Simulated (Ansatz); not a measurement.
# P4C: the cost of one run

Program: Ansatz 0.2.0. Level of theory: DFT PBE, scalar-relativistic, plane waves, PAW. These are calculated values, not measurements.

**1. Starting point**

It takes space group Pm-3m (No. 221, cubic). Conventional cell: a = 4.498 Å, b = 4.498 Å, c = 4.498 Å, α = 90.00°, β = 90.00°, γ = 90.00°. P (site symmetry 4/mmm) has 2 C at 2.25 Å as nearest neighbours. P (site symmetry m-3m) has 12 P at 3.18 Å as nearest neighbours. Around C (site symmetry m-3m) lie 6 P at 2.25 Å.

Coordinates:

```
P C
1.0
     4.49798    0.00000    0.00000
     0.00000    4.49798    0.00000
     0.00000    0.00000    4.49798
P C
4 1
Direct
  0.50000 0.00000 0.00000
  0.00000 0.50000 0.00000
  0.00000 0.00000 0.50000
  0.50000 0.50000 0.50000
  0.00000 0.00000 0.00000
```

A structure generator made this guess: species swapped into a database cell of Co4N (Pm-3m, No. 221), with P on the Co sites and C on the N sites. Its size is a rough estimate.

**2. Probe: one point on a coarse mesh**

input.yaml

```yaml
crystal:
  lattice:
    - [4.49798156, 0.0, 0.0]
    - [0.0, 4.49798156, 0.0]
    - [0.0, 0.0, 4.49798156]
  atoms:
    - { symbol: P, position: [0.5, 0.0, 0.0] }
    - { symbol: P, position: [0.0, 0.5, 0.0] }
    - { symbol: P, position: [0.0, 0.0, 0.5] }
    - { symbol: P, position: [0.5, 0.5, 0.5] }
    - { symbol: C, position: [0.0, 0.0, 0.0] }
basis:
  ecutwfc: 420
kpoints:
  mp_grid: { grid: [4, 4, 4] }
hamiltonian:
  xc: pbe
scf:
  occupations: { method: gaussian, width: 0.1 }
  lower_state_search: "off"
output:
  forces: true
  stress: true
  eigenvalues: true
```

Run with:

```bash
$ ansatz run input.yaml --threads 1 --pin off --max-ram 2560MiB --backend cpu --events-out ev --progress --plain --runs-dir out
```

Q: Estimate wall time and peak memory on 1 thread of Intel Xeon at 2.70GHz, shared host.

About 1.5 s, with a peak of 0.33 GiB.
